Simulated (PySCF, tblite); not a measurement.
# C4H4F4O2: dynamics, then NMR shifts on frames, part 1 of 2

How do NMR shifts of C4H4F4O2 (`F[C@@H]1CO[C@@H]1OC(F)(F)F`) change as the atoms move?

Computed with tblite 0.8.0 and PySCF 2.14.0, with density-fitted response routines of our own, on a single molecule in the gas phase. Atoms count from 0, in the outputs and in this text.

## Step 1: The starting structure

14 atoms, charge 0, multiplicity 1; geometry from: GFN2-xTB.

Bonds of the start (Å): F0–C1 1.35, C1–C2 1.53, C2–O3 1.44, O3–C4 1.40, C4–O5 1.42, O5–C6 1.33, C6–F7 1.34, C6–F8 1.35, C6–F9 1.32, C4–C1 1.54, C1–H10 1.09, C2–H11 1.09, C2–H12 1.09, C4–H13 1.10.

## Step 2: A short Langevin run with GFN2-xTB

Job settings and geometry (Å):

```
{"job": {"kind": "md", "xc": "GFN2-xTB", "basis": "xTB", "temperature": 400, "steps": 2000, "every": 50, "frames": 5}, "charge": 0, "multiplicity": 1}
F     -1.302895     1.521239     1.475721
C     -1.354056     0.810228     0.325580
C     -1.782033    -0.656888     0.446499
O     -0.591367    -1.060620    -0.249893
C     -0.023771     0.218862    -0.178355
O      0.976388     0.332151     0.823228
C      2.171910    -0.160820     0.524660
F      2.191780    -1.482152     0.333034
F      2.695694     0.375381    -0.593042
F      3.011105     0.106025     1.514196
H     -1.889764     1.406044    -0.417379
H     -1.789468    -1.019342     1.476591
H     -2.685174    -0.957666    -0.082842
H      0.370975     0.567084    -1.140137
```

With the program's defaults for keys left out, this is: GFN2-xTB Langevin dynamics, gas phase.

Started as:

```sh
OMP_NUM_THREADS=1 python probes_run.py task.json out
```

The driver reads the jobs from task.json and runs them one after another.

Log:

```text
t/fs     T/K      E/eV
    0.0   309.9  -1024.81084
   25.0   253.3  -1024.47125
   50.0   278.9  -1024.40762
   75.0   269.3  -1024.25148
  100.0   399.0  -1024.29216
  125.0   377.3  -1024.27917
  150.0   374.5  -1024.26240
  175.0   410.0  -1024.41601
  200.0   512.0  -1024.31741
  225.0   529.3  -1024.07373
  250.0   425.1  -1023.96071
  275.0   484.9  -1024.06784
  300.0   512.3  -1024.23425
  325.0   375.1  -1023.93968
  350.0   418.7  -1023.96705
  375.0   334.0  -1023.88845
  400.0   357.9  -1024.04250
  425.0   396.8  -1023.84163
  450.0   523.1  -1024.06540
  475.0   364.7  -1024.11304
  500.0   370.9  -1024.31650
  525.0   218.4  -1024.12502
  550.0   286.0  -1024.37280
  575.0   419.9  -1024.21936
  600.0   676.2  -1024.27974
  625.0   550.0  -1024.10516
  650.0   434.0  -1024.11701
  675.0   431.3  -1024.25000
  700.0   373.4  -1024.13931
  725.0   284.3  -1024.00747
  750.0   331.3  -1024.09634
  775.0   385.4  -1024.25251
  800.0   361.3  -1023.89700
  825.0   411.4  -1024.04063
  850.0   468.0  -1024.14268
  875.0   389.0  -1023.95506
  900.0   346.1  -1023.93408
  925.0   386.3  -1023.96829
  950.0   438.7  -1024.20208
  975.0   420.3  -1023.91132
 1000.0   449.5  -1024.10456
```

It took 7.1 s on 1 thread of AMD EPYC 9B45, shared host; peak memory 0.18 GiB.

Distance from the start (root mean square after alignment): 0 fs 0.00 Å, 200 fs 0.34 Å, 400 fs 0.79 Å, 600 fs 0.58 Å, 800 fs 0.56 Å, 1000 fs 0.43 Å.

Positions (Å) and forces (eV/Å) at 1000 fs:

```xyz
14

F    -1.347    0.627    1.234   -1.201    0.754    1.401
C    -0.972   -0.109    0.208   -0.200    0.437   -2.005
C    -1.286   -1.577    0.169   -1.403   -0.016   -3.279
O     0.067   -1.954    0.216    0.509    0.783    0.280
C     0.435   -0.599    0.400    1.441    0.342   -0.690
O     0.750   -0.229    1.715    0.843   -0.680    1.478
C     2.003    0.165    1.998   -0.413   -0.948    0.230
F     2.935   -0.753    1.699    0.021    0.098   -0.558
F     2.235    1.271    1.342    0.932    1.022   -0.815
F     2.238    0.430    3.272   -0.754   -0.025    0.207
H    -1.267    0.462   -0.688    0.449   -0.107   -0.022
H    -1.887   -1.810    0.955   -1.387   -1.339    2.507
H    -1.855   -1.872   -0.799    1.076    0.091    1.158
H     1.194   -0.212   -0.302    0.088   -0.412    0.106
```

## Step 3: Nuclear shieldings: 250 fs, PBE0/pcSseg-1

Job settings and geometry (Å):

```
{"job": {"kind": "nmr", "xc": "PBE0", "basis": "pcSseg-1", "pop": false}, "charge": 0, "multiplicity": 1}
F     -1.217700     1.041600     1.315600
C     -1.363300     0.433500     0.102300
C     -2.184600    -0.901200     0.141900
O     -1.058200    -1.649800    -0.229700
C     -0.121200    -0.471200    -0.161600
O      0.696900    -0.669200     0.977600
C      1.988200    -0.350000     0.892500
F      2.703900    -1.346400     0.337400
F      2.291500     0.788400     0.314300
F      2.420600    -0.184500     2.130300
H     -1.890300     1.059100    -0.604100
H     -2.705100    -1.114900     1.154400
H     -2.981800    -1.172800    -0.627100
H      0.495200    -0.434700    -1.091700
```

Method: GIAO PBE0/pcSseg-1 NMR shielding, non-relativistic, gas phase.

Log:

```text
coarse grid: 13344 points
cycle   1  E = -703.4443518228  dE =  1.864e+00  |g| = 1.256e+00  |ddm| = 3.309e+00
cycle   2  E = -703.0783262444  dE =  3.660e-01  |g| = 1.967e+00  |ddm| = 1.814e+00
cycle   3  E = -703.7074242642  dE = -6.291e-01  |g| = 1.747e-01  |ddm| = 1.234e+00
cycle   4  E = -703.7112923276  dE = -3.868e-03  |g| = 9.479e-02  |ddm| = 1.596e-01
cycle   5  E = -703.7127870012  dE = -1.495e-03  |g| = 1.157e-02  |ddm| = 6.208e-02
cycle   6  E = -703.7128031290  dE = -1.613e-05  |g| = 6.195e-03  |ddm| = 1.052e-02
cycle   7  E = -703.7128092048  dE = -6.076e-06  |g| = 6.680e-04  |ddm| = 3.649e-03
final grid: 135152 points
cycle   8  E = -703.8191908694  dE = -3.927e-05  |g| = 1.446e-02  |ddm| = 2.404e-02
cycle   9  E = -703.8191385569  dE =  5.231e-05  |g| = 2.270e-02  |ddm| = 2.018e-02
cycle  10  E = -703.8192267335  dE = -8.818e-05  |g| = 1.444e-03  |ddm| = 1.293e-02
cycle  11  E = -703.8192270961  dE = -3.626e-07  |g| = 3.642e-04  |ddm| = 1.199e-03
cycle  12  E = -703.8192271152  dE = -1.913e-08  |g| = 1.434e-04  |ddm| = 3.048e-04
cycle  13  E = -703.8192271186  dE = -3.390e-09  |g| = 3.572e-05  |ddm| = 1.116e-04
cycle  14  E = -703.8192271188  dE = -1.787e-10  |g| = 9.272e-06  |ddm| = 2.169e-05
converged SCF energy = -703.8192271188

GIAO shielding tensors (ppm)
atom      isotropic    diamagn.    paramagn.     s11        s22        s33       span
  0 F      382.146     471.362     -89.216    325.075    386.129    435.234    110.159
  1 C       92.087     238.036    -145.949     58.089     86.742    131.431     73.342
  2 C       98.680     246.967    -148.287     72.072     84.869    139.099     67.027
  3 O      214.023     397.118    -183.095     68.100    227.969    345.999    277.898
  4 C       71.328     243.654    -172.326     42.267     69.583    102.133     59.865
  5 O      176.246     399.076    -222.830    125.407    161.361    241.971    116.565
  6 C       58.732     235.683    -176.951     53.340     57.647     65.210     11.870
  7 F      242.195     470.147    -227.952    171.303    192.891    362.392    191.089
  8 F      254.196     473.429    -219.232    194.958    219.237    348.394    153.436
  9 F      239.974     467.838    -227.865    176.059    195.122    348.739    172.680
 10 H       25.379      27.855      -2.476     21.806     25.992     28.338      6.531
 11 H       25.552      26.309      -0.757     23.481     23.711     29.465      5.984
 12 H       25.555      26.848      -1.293     22.077     24.505     30.084      8.008
 13 H       25.008      29.779      -4.771     20.770     25.821     28.432      7.662
```

Wall time 14 s (1 thread of AMD EPYC 9B45, shared host); peak memory 0.92 GiB.

The references, computed at this level on geometries of the same kind, shield at (ppm): ¹H TMS 31.72, ¹³C TMS 186.9, ¹⁹F CFCl3 170.9, ¹⁷O H2O 336.1. Their shielding less the atom's gives the shift. The references are single molecules in the gas phase, so shifts against H2O, NH3, PH3, H3PO4 or CFCl3 are not on the usual liquid scales and can be off by tens of ppm. Each atom is listed at this fixed geometry, with no averaging over motion; a spectrum would average atoms that exchange fast.

| atoms | environment | σ (ppm) | δ (ppm) |
| --- | --- | --- | --- |
| C6 | CF3 carbon | 58.7 | 128.2 |
| C4 | sp3 carbon bearing two oxygens | 71.3 | 115.6 |
| C1 | sp3 CH bonded to F | 92.1 | 94.8 |
| C2 | sp3 CH2 bonded to O | 98.7 | 88.2 |
| H13 | hydrogen on an sp3 carbon bearing two oxygens | 25.01 | 6.71 |
| H10 | hydrogen on an sp3 CH bonded to F | 25.38 | 6.34 |
| H11 | hydrogen on an sp3 CH2 bonded to O | 25.55 | 6.16 |
| H12 | hydrogen on an sp3 CH2 bonded to O | 25.56 | 6.16 |
| F9 | fluorine of an OCF3 group | 240.0 | -69.0 |
| F7 | fluorine of an OCF3 group | 242.2 | -71.2 |
| F8 | fluorine of an OCF3 group | 254.2 | -83.3 |
| F0 | fluorine on an sp3 carbon | 382.1 | -211.2 |
| O5 | ether oxygen | 176.2 | 159.8 |
| O3 | ether oxygen | 214.0 | 122.1 |

Ring of atoms C1, C2, O3, C4: NICS(0) 0.9, NICS(1) 0.3, NICS(1)zz 4.6 ppm (means of both faces; NICS(1) differs between them: -1.0 and 1.7).

The two faces differ (NICS(1)zz 8.8 and 0.5 ppm).

## Step 4: Nuclear shieldings: 425 fs, PBE0/pcSseg-1

Job settings and geometry (Å):

```
{"job": {"kind": "nmr", "xc": "PBE0", "basis": "pcSseg-1", "pop": false}, "charge": 0, "multiplicity": 1}
F     -1.647200     0.920000     0.863700
C     -1.094300     0.101600    -0.077800
C     -1.789900    -1.140800    -0.279900
O     -0.707700    -1.980000     0.240700
C      0.167400    -0.897000     0.212900
O      0.875400    -0.843700     1.393000
C      2.048600    -0.282600     1.152700
F      2.905500    -0.961000     0.380300
F      1.989500     0.950300     0.600200
F      2.596800    -0.119400     2.318200
H     -0.936900     0.766500    -0.971600
H     -2.658700    -1.025000     0.273700
H     -2.069400    -1.482900    -1.296500
H      0.735100    -0.840000    -0.681400
```

Level: GIAO PBE0/pcSseg-1 NMR shielding, non-relativistic, gas phase.

Log:

```text
coarse grid: 13344 points
cycle   1  E = -703.4623356752  dE =  2.152e+00  |g| = 1.222e+00  |ddm| = 3.366e+00
cycle   2  E = -703.1694191350  dE =  2.929e-01  |g| = 1.854e+00  |ddm| = 1.654e+00
cycle   3  E = -703.7088340505  dE = -5.394e-01  |g| = 1.068e-01  |ddm| = 1.069e+00
cycle   4  E = -703.7098168865  dE = -9.828e-04  |g| = 7.839e-02  |ddm| = 9.935e-02
cycle   5  E = -703.7108325329  dE = -1.016e-03  |g| = 8.240e-03  |ddm| = 4.734e-02
cycle   6  E = -703.7108417041  dE = -9.171e-06  |g| = 3.218e-03  |ddm| = 7.389e-03
cycle   7  E = -703.7108435522  dE = -1.848e-06  |g| = 6.773e-04  |ddm| = 2.642e-03
final grid: 135152 points
cycle   8  E = -703.8157437313  dE = -4.505e-05  |g| = 1.373e-02  |ddm| = 2.529e-02
cycle   9  E = -703.8157015185  dE =  4.221e-05  |g| = 2.095e-02  |ddm| = 1.836e-02
cycle  10  E = -703.8157759532  dE = -7.443e-05  |g| = 1.134e-03  |ddm| = 1.167e-02
cycle  11  E = -703.8157761807  dE = -2.275e-07  |g| = 3.373e-04  |ddm| = 1.071e-03
cycle  12  E = -703.8157761975  dE = -1.688e-08  |g| = 9.791e-05  |ddm| = 2.301e-04
cycle  13  E = -703.8157761990  dE = -1.447e-09  |g| = 3.184e-05  |ddm| = 7.722e-05
cycle  14  E = -703.8157761992  dE = -1.642e-10  |g| = 8.486e-06  |ddm| = 2.230e-05
converged SCF energy = -703.8157761992

GIAO shielding tensors (ppm)
atom      isotropic    diamagn.    paramagn.     s11        s22        s33       span
  0 F      368.169     471.578    -103.410    325.580    362.020    416.906     91.327
  1 C       90.240     242.795    -152.554     58.161     88.517    124.043     65.882
  2 C      113.119     250.086    -136.967     81.400     97.593    160.365     78.965
  3 O      262.172     396.955    -134.784    138.558    270.667    377.290    238.731
  4 C       81.708     248.445    -166.737     59.381     79.711    106.032     46.651
  5 O      185.989     397.210    -211.221    120.480    173.166    264.321    143.841
  6 C       59.099     233.904    -174.805     48.535     60.791     67.972     19.437
  7 F      253.489     470.323    -216.835    170.661    221.278    368.527    197.866
  8 F      236.244     476.378    -240.133    154.273    193.182    361.278    207.005
  9 F      253.535     465.749    -212.214    195.065    221.959    343.580    148.515
 10 H       25.999      29.738      -3.738     22.090     26.377     29.530      7.441
 11 H       28.107      29.490      -1.382     24.195     27.366     32.762      8.567
 12 H       26.311      28.292      -1.981     23.452     24.710     30.771      7.318
 13 H       26.234      33.280      -7.046     22.985     25.117     30.601      7.616
```

Run time: 14 s. Hardware: 1 thread of AMD EPYC 9B45, shared host; peak memory 0.82 GiB.

This run: δ C6 127.8, C4 105.2, C1 96.7, C2 73.8, H10 5.72, H13 5.48 ppm.

(Continued in part 2 of 2.)
